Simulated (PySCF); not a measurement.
# HBr: field gradients at the nuclei

How much do the quadrupole couplings of HBr depend on the level of theory? Each job file holds the settings and the coordinates that a driver script hands to the program.

Method: the levels named in each step, in PySCF 2.14.0, density-fitted response routines.

**1. The starting structure**

Bond lengths: Br1–H2 1.401 Å.

As a file:

```xyz
2

Br    0.0000    0.0000    0.0000
H     0.0000    0.0000    1.4015
```

**2. Geometry, PBE0-D3(BJ)/def2-TZVP**

Input file job.txt:

```
{"job": {"xc": "PBE0", "basis": "def2-TZVP", "d3": "d3bj", "grid": 2, "kind": "geom"}, "charge": 0, "multiplicity": 1}
Br     0.000000     0.000000     0.000000
H      0.000000     0.000000     1.401470
```

Output:

```text
step   0  E = -2574.45824250  max force = 0.010136
step   1  E = -2574.45840930  max force = 0.002621
step   2  E = -2574.45842230  max force = 0.000124
optimisation converged
```

It took 3 s on 2 threads of Intel Xeon at 2.70GHz, shared host.

It ended at:

```xyz
2

Br    0.0000    0.0000   -0.0097
H     0.0000    0.0000    1.4111
```

**3. Field gradients, PBE0/def2-TZVPP**

Input file job.txt:

```
{"job": {"kind": "efgt", "xc": "PBE0", "basis": "def2-TZVPP"}, "charge": 0, "multiplicity": 1}
Br     0.000000     0.000000    -0.009661
H     -0.000000    -0.000000     1.411131
```

Output:

```text
coarse grid: 9808 points
cycle   1  E = -2574.4492458950  dE = -1.080e+00  |g| = 2.746e-01  |ddm| = 1.055e+00
cycle   2  E = -2574.4539828464  dE = -4.737e-03  |g| = 1.712e-01  |ddm| = 2.864e-01
cycle   3  E = -2574.4586804332  dE = -4.698e-03  |g| = 2.873e-02  |ddm| = 1.295e-01
cycle   4  E = -2574.4588917239  dE = -2.113e-04  |g| = 4.019e-03  |ddm| = 2.233e-02
cycle   5  E = -2574.4588955142  dE = -3.790e-06  |g| = 1.327e-03  |ddm| = 4.674e-03
final grid: 30232 points
cycle   6  E = -2574.4588959959  dE = -7.029e-08  |g| = 1.383e-03  |ddm| = 2.136e-03
cycle   7  E = -2574.4588960129  dE = -1.693e-08  |g| = 1.396e-03  |ddm| = 1.881e-03
cycle   8  E = -2574.4588962328  dE = -2.200e-07  |g| = 4.890e-05  |ddm| = 8.735e-04
cycle   9  E = -2574.4588962334  dE = -5.957e-10  |g| = 9.828e-06  |ddm| = 4.354e-05
converged SCF energy = -2574.4588962334

Field-gradient tensors (au): xx yy zz xy xz yz
  0 Br   -3.39191   -3.39191    6.78381   -0.00000    0.00000   -0.00000
  1 H    -0.11116   -0.11116    0.22232   -0.00000    0.00000    0.00000
```

Wall time 0.8 s (2 threads of Intel Xeon at 2.70GHz, shared host).

**4. Field gradients, PBE/def2-TZVPP**

Input file job.txt:

```
{"job": {"kind": "efgt", "xc": "PBE", "basis": "def2-TZVPP"}, "charge": 0, "multiplicity": 1}
Br     0.000000     0.000000    -0.009661
H     -0.000000    -0.000000     1.411131
```

Output:

```text
coarse grid: 9808 points
cycle   1  E = -2574.3587702259  dE = -1.059e+00  |g| = 3.569e-01  |ddm| = 1.091e+00
cycle   2  E = -2574.3620404351  dE = -3.270e-03  |g| = 2.496e-01  |ddm| = 3.172e-01
cycle   3  E = -2574.3679872984  dE = -5.947e-03  |g| = 4.236e-02  |ddm| = 1.597e-01
cycle   4  E = -2574.3685547927  dE = -5.675e-04  |g| = 4.745e-03  |ddm| = 3.617e-02
cycle   5  E = -2574.3685589800  dE = -4.187e-06  |g| = 1.881e-03  |ddm| = 6.508e-03
final grid: 30232 points
cycle   6  E = -2574.3685605234  dE =  2.554e-07  |g| = 2.510e-03  |ddm| = 4.093e-03
cycle   7  E = -2574.3685599122  dE =  6.112e-07  |g| = 3.308e-03  |ddm| = 4.717e-03
cycle   8  E = -2574.3685615438  dE = -1.632e-06  |g| = 2.054e-04  |ddm| = 2.517e-03
cycle   9  E = -2574.3685615556  dE = -1.186e-08  |g| = 4.072e-05  |ddm| = 1.819e-04
cycle  10  E = -2574.3685615562  dE = -5.871e-10  |g| = 1.492e-07  |ddm| = 4.542e-05
converged SCF energy = -2574.3685615562

Field-gradient tensors (au): xx yy zz xy xz yz
  0 Br   -3.40854   -3.40854    6.81709   -0.00000    0.00000   -0.00000
  1 H    -0.11156   -0.11156    0.22313   -0.00000    0.00000    0.00000
```

Run time: 1.1 s. Hardware: 2 threads of Intel Xeon at 2.70GHz, shared host.

**5. Field gradients, B3LYP/def2-TZVPP**

Input file job.txt:

```
{"job": {"kind": "efgt", "xc": "B3LYP", "basis": "def2-TZVPP"}, "charge": 0, "multiplicity": 1}
Br     0.000000     0.000000    -0.009661
H     -0.000000    -0.000000     1.411131
```

Output:

```text
coarse grid: 9808 points
cycle   1  E = -2574.7799626121  dE = -1.074e+00  |g| = 2.996e-01  |ddm| = 1.053e+00
cycle   2  E = -2574.7842983577  dE = -4.336e-03  |g| = 1.922e-01  |ddm| = 2.996e-01
cycle   3  E = -2574.7894404546  dE = -5.142e-03  |g| = 3.174e-02  |ddm| = 1.369e-01
cycle   4  E = -2574.7897152842  dE = -2.748e-04  |g| = 3.973e-03  |ddm| = 2.522e-02
cycle   5  E = -2574.7897188458  dE = -3.562e-06  |g| = 1.473e-03  |ddm| = 4.845e-03
final grid: 30232 points
cycle   6  E = -2574.7897276341  dE = -2.820e-08  |g| = 1.660e-03  |ddm| = 2.645e-03
cycle   7  E = -2574.7897276029  dE =  3.122e-08  |g| = 1.813e-03  |ddm| = 2.527e-03
cycle   8  E = -2574.7897280094  dE = -4.065e-07  |g| = 6.952e-05  |ddm| = 1.222e-03
cycle   9  E = -2574.7897280107  dE = -1.256e-09  |g| = 1.371e-05  |ddm| = 6.341e-05
cycle  10  E = -2574.7897280108  dE = -6.958e-11  |g| = 3.606e-07  |ddm| = 1.420e-05
converged SCF energy = -2574.7897280108

Field-gradient tensors (au): xx yy zz xy xz yz
  0 Br   -3.47720   -3.47720    6.95440    0.00000    0.00000   -0.00000
  1 H    -0.10975   -0.10975    0.21950   -0.00000    0.00000    0.00000
```

It took 0.8 s on 2 threads of Intel Xeon at 2.70GHz, shared host.

**6. Field gradients, CAM-B3LYP/def2-TZVPP**

Input file job.txt:

```
{"job": {"kind": "efgt", "xc": "CAM-B3LYP", "basis": "def2-TZVPP"}, "charge": 0, "multiplicity": 1}
Br     0.000000     0.000000    -0.009661
H     -0.000000    -0.000000     1.411131
```

Output:

```text
coarse grid: 9808 points
cycle   1  E = -2574.8699824805  dE = -1.103e+00  |g| = 3.065e-01  |ddm| = 1.027e+00
cycle   2  E = -2574.8796025021  dE = -9.620e-03  |g| = 1.793e-01  |ddm| = 2.993e-01
cycle   3  E = -2574.8840036258  dE = -4.401e-03  |g| = 1.200e-02  |ddm| = 1.036e-01
cycle   4  E = -2574.8840393620  dE = -3.574e-05  |g| = 3.196e-03  |ddm| = 1.042e-02
cycle   5  E = -2574.8840428918  dE = -3.530e-06  |g| = 9.486e-04  |ddm| = 3.310e-03
final grid: 30232 points
cycle   6  E = -2574.8840528721  dE = -1.444e-07  |g| = 8.045e-04  |ddm| = 1.274e-03
cycle   7  E = -2574.8840529120  dE = -3.994e-08  |g| = 7.003e-04  |ddm| = 9.416e-04
cycle   8  E = -2574.8840529795  dE = -6.748e-08  |g| = 2.664e-05  |ddm| = 4.159e-04
cycle   9  E = -2574.8840529797  dE = -2.156e-10  |g| = 9.626e-06  |ddm| = 2.845e-05
converged SCF energy = -2574.8840529797

Field-gradient tensors (au): xx yy zz xy xz yz
  0 Br   -3.48966   -3.48966    6.97931   -0.00000   -0.00000   -0.00000
  1 H    -0.10968   -0.10968    0.21937   -0.00000    0.00000    0.00000
```

It took 0.9 s on 2 threads of Intel Xeon at 2.70GHz, shared host.

**7. Field gradients, HF/def2-TZVPP**

Input file job.txt:

```
{"job": {"kind": "efgt", "xc": "HF", "basis": "def2-TZVPP"}, "charge": 0, "multiplicity": 1}
Br     0.000000     0.000000    -0.009661
H     -0.000000    -0.000000     1.411131
```

Output:

```text
final grid: 30232 points
cycle   1  E = -2572.9851829118  dE = -1.142e+00  |g| = 2.213e-01  |ddm| = 9.791e-01
cycle   2  E = -2572.9997834388  dE = -1.460e-02  |g| = 7.806e-02  |ddm| = 2.281e-01
cycle   3  E = -2573.0012978905  dE = -1.514e-03  |g| = 1.581e-02  |ddm| = 5.943e-02
cycle   4  E = -2573.0014649903  dE = -1.671e-04  |g| = 4.858e-03  |ddm| = 2.047e-02
cycle   5  E = -2573.0014829517  dE = -1.796e-05  |g| = 1.486e-03  |ddm| = 7.306e-03
cycle   6  E = -2573.0014839331  dE = -9.814e-07  |g| = 3.158e-04  |ddm| = 1.844e-03
cycle   7  E = -2573.0014839809  dE = -4.780e-08  |g| = 5.571e-05  |ddm| = 5.759e-04
cycle   8  E = -2573.0014839820  dE = -1.047e-09  |g| = 7.639e-06  |ddm| = 8.207e-05
cycle   9  E = -2573.0014839820  dE = -3.729e-11  |g| = 1.122e-06  |ddm| = 1.814e-05
converged SCF energy = -2573.0014839820

Field-gradient tensors (au): xx yy zz xy xz yz
  0 Br   -3.39017   -3.39017    6.78033   -0.00000   -0.00000    0.00000
  1 H    -0.11096   -0.11096    0.22191   -0.00000    0.00000   -0.00000
```

Wall time 0.2 s (2 threads of Intel Xeon at 2.70GHz, shared host).

**8. The levels side by side**

Largest principal value Vzz, in atomic units:

| atom | PBE0/def2-TZVPP | PBE/def2-TZVPP | B3LYP/def2-TZVPP | CAM-B3LYP/def2-TZVPP | HF/def2-TZVPP |
| --- | --- | --- | --- | --- | --- |
| Br1 | 6.7838 | 6.8171 | 6.9544 | 6.9793 | 6.7803 |
| H2 | 0.2223 | 0.2231 | 0.2195 | 0.2194 | 0.2219 |
| CPU time | 1.6 s | 2.3 s | 1.7 s | 1.8 s | 0.5 s |

Couplings eQVzz/h in MHz (234.9647 × Q in barn × Vzz), with Q = 0.3087 (79Br), 0.00285783 (2H):

| nucleus | PBE0/def2-TZVPP | PBE/def2-TZVPP | B3LYP/def2-TZVPP | CAM-B3LYP/def2-TZVPP | HF/def2-TZVPP |
| --- | --- | --- | --- | --- | --- |
| 79Br (atom 1) | 492.054 | 494.468 | 504.428 | 506.235 | 491.802 |
| 2H (atom 2) | 0.149 | 0.150 | 0.147 | 0.147 | 0.149 |

**9. Outcome**

| quantity | value |
| --- | --- |
| coupling of 79Br (atom 1), PBE0/def2-TZVPP | 492.054 MHz |
| coupling of 2H (atom 2), PBE0/def2-TZVPP | 0.149 MHz |

What this shows: The largest coupling, that of 79Br, runs from 491.802 (HF/def2-TZVPP) to 506.235 MHz (CAM-B3LYP/def2-TZVPP). The gradients are non-relativistic, at the equilibrium geometry and in principal axes; measured couplings hold vibrational averaging and refer to the inertial axes. The def2 sets are stiff near the nuclei, which limits their accuracy.
